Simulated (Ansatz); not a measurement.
# r2SCAN0/cc-pVDZ run of CH5GaO2 (SMILES [CH3][Ga]([OH])[OH])

What is the electronic atomisation energy of CH5GaO2 at r2SCAN0/cc-pVDZ? 

The calculation is run with Ansatz 0.2.0.

80 further runs of the same task are left out: 3 that didn't finish, 77 set aside as unsound or not needed. Runs told in other sessions of the task aren't counted.

### Step 1. The system as given

CH5GaO2 has 9 atoms, charge 0, and is taken as a singlet. SMILES: `[CH3][Ga]([OH])[OH]`. Geometry: relaxed at PBE0-D4/def2-TZVP. This is one conformer, not always the lowest.

Bond lengths: C1–Ga2 1.941 Å, Ga2–O3 1.791 Å, Ga2–O4 1.791 Å, C1–H5 1.090 Å, C1–H6 1.091 Å, C1–H7 1.091 Å, O3–H8 0.959 Å, O4–H9 0.959 Å. Some angles: C1–Ga2–O3 121.3°, C1–Ga2–O4 121.2°, O3–Ga2–O4 117.5°, Ga2–C1–H5 110.5°, Ga2–C1–H6 109.9°, Ga2–C1–H7 110.2°, Ga2–O3–H8 115.4°, Ga2–O4–H9 115.3°, H5–C1–H6 108.9°, H5–C1–H7 109.4°.

### Step 2. A single-point energy at r2SCAN0/cc-pVDZ

The input, run.yaml:

```yaml
crystal:
  periodic: [false, false, false]
  atoms:
    - {symbol: C, position_ang: [0.139500, 0.740600, -1.385600]}
    - {symbol: Ga, position_ang: [-0.022300, -0.180400, 0.314900]}
    - {symbol: O, position_ang: [0.237900, -1.947500, 0.443200]}
    - {symbol: O, position_ang: [-0.435700, 0.706800, 1.814800]}
    - {symbol: H, position_ang: [0.259800, 0.024500, -2.197900]}
    - {symbol: H, position_ang: [1.005300, 1.404900, -1.368100]}
    - {symbol: H, position_ang: [-0.746600, 1.349900, -1.568800]}
    - {symbol: H, position_ang: [0.141200, -2.314500, 1.323600]}
    - {symbol: H, position_ang: [-0.490700, 0.169600, 2.607000]}
basis:
  gaussian:
    orbitals: cc-pVDZ
total_charge: 0
hamiltonian:
  xc: {name: r2SCAN0}
accuracy: high
output:
  orbitals: {seedname: orbitals}
```

The run is started by

```console
ansatz run run.yaml --threads 1 --pin off --max-ram 3480MiB --events-out events.jsonl --progress --plain --runs-dir runs
```

The log of the run:

```text
Warning: RAYON_NUM_THREADS=1 ignored (pool sized by the plan → 1); use --threads N
Functional definition: r2SCAN0
  name "r2SCAN0"
  parameter a = 0.25
  parameter k0 = 0.174
  parameter k1 = 0.065
  parameter a1 = 4.9479
  exchange = (1 - a)*r2scan_x(k0 = k0, k1 = k1, a1 = a1) + a*exact_x
  correlation = r2scan_c
2140 factors; integrals over basis functions are off by at most 4.7e-9 eV
mean field evaluation 1: about -57576.4967 eV, gradient 7.5e1 eV
mean field evaluation 2: about -57566.2711 eV, gradient 1.0e2 eV
mean field evaluation 4: about -57587.0633 eV, gradient 3.1e0 eV
mean field evaluation 8: about -57587.2437 eV, gradient 1.6e-1 eV
mean field evaluation 16: about -57587.2438 eV, gradient 1.2e-5 eV
mean field -57587.24376338 eV, -2116.2921742684 hartree, gradient 9.7e-8 eV, S^2 0.000000; 0 other end points of the search recorded, 0 dependent functions left out
reference -57587.24376416 eV, -2116.2921742972 hartree; 29, 29 occupied and 65, 65 virtual orbitals, 2140 factors
Total energy: -57587.24376416 eV, -2116.2921742972 hartree
```

Run time: 20 s. Hardware: 1 thread of Arm Neoverse V2, shared host; peak memory 0.41 GiB.

### Step 3. The C atom, same level

The input, molecule.yaml:

```yaml
crystal:
  periodic: [false, false, false]
  atoms:
    - {symbol: C, position_ang: [0.000000, 0.000000, 0.000000]}
basis:
  gaussian: {orbitals: cc-pVDZ}
magnetization: {spin_polarized: true, initial_magnetization: 2}
hamiltonian: {xc: {name: r2SCAN0}}
accuracy: high
```

Run the same way, it converges to -37.82786 Eh (log not shown).

### Step 4. The Ga atom

The input, molecule.yaml:

```yaml
crystal:
  periodic: [false, false, false]
  atoms:
    - symbol: Ga
      position_ang: [0.000000, 0.000000, 0.000000]
basis:
  gaussian: {orbitals: cc-pVDZ}
magnetization: {spin_polarized: true, initial_magnetization: 1}
hamiltonian: {xc: {name: r2SCAN0}}
accuracy: high
```

The run is started by

```console
ansatz run molecule.yaml --threads 1 --pin off --max-ram 3480MiB --events-out events.jsonl --progress --plain --runs-dir runs
```

The log of the run (excerpt; [...] marks lines left out):

```text
Warning: RAYON_NUM_THREADS=1 ignored (pool sized by the plan → 1); use --threads N
[... 8 set-up lines as earlier in the session ...]
255 factors; integrals over basis functions are off by at most 4.4e-9 eV
mean field evaluation 1: about -52374.6204 eV, gradient 2.0e0 eV
mean field evaluation 2: about -52374.6710 eV, gradient 5.8e-1 eV
mean field evaluation 4: about -52374.6725 eV, gradient 2.3e-1 eV
mean field evaluation 8: about -52374.6729 eV, gradient 1.7e-5 eV
mean field evaluation 16: about -52374.6729 eV, gradient 9.2e-8 eV
mean field -52374.67288182 eV, -1924.7337275784 hartree, gradient 9.2e-8 eV, S^2 0.755658; 0 other end points of the search recorded, 0 dependent functions left out
reference -52374.67288443 eV, -1924.7337276746 hartree; 16, 15 occupied and 11, 12 virtual orbitals, 255 factors
Total energy: -52374.67288443 eV, -1924.7337276746 hartree
```

Wall time 3.6 s (1 thread of Arm Neoverse V2, shared host); peak memory 0.14 GiB.

### Step 5. The H atom at the same level

The input, input.yaml:

```yaml
crystal:
  periodic: [false, false, false]
  atoms:
    - symbol: H
      position_ang: [0.000000, 0.000000, 0.000000]
basis:
  gaussian: {orbitals: cc-pVDZ}
magnetization: {spin_polarized: true, initial_magnetization: 1}
hamiltonian: {xc: {name: r2SCAN0}}
accuracy: high
```

Run the same way, it converges to -0.49923 Eh (log not shown).

### Step 6. The O atom at the same level

The input, input.yaml:

```yaml
crystal:
  periodic: [false, false, false]
  atoms:
    - {symbol: O, position_ang: [0.000000, 0.000000, 0.000000]}
basis:
  gaussian: {orbitals: cc-pVDZ}
magnetization: {spin_polarized: true, initial_magnetization: 2}
hamiltonian: {xc: {name: r2SCAN0}}
accuracy: high
```

Run the same way, it converges to -75.03134 Eh (log not shown).

### Step 7. Outcome

At r2SCAN0/cc-pVDZ:

```
                     quantity           value
       molecule: total energy  -2116.29217 Eh
        molecule: HOMO energy        -8.49 eV
        molecule: LUMO energy         0.43 eV
      molecule: HOMO–LUMO gap         8.91 eV
         C atom: total energy    -37.82786 Eh
                 C atom: ⟨S²⟩           2.005
        Ga atom: total energy  -1924.73373 Eh
                Ga atom: ⟨S²⟩           0.756
         H atom: total energy     -0.49923 Eh
                 H atom: ⟨S²⟩           0.750
         O atom: total energy    -75.03134 Eh
                 O atom: ⟨S²⟩           2.003
electronic atomisation energy       31.886 eV
```

What this shows: Taking the molecule apart into free atoms costs 31.89 eV (735 kcal/mol), before zero-point energy and without spin-orbit coupling.
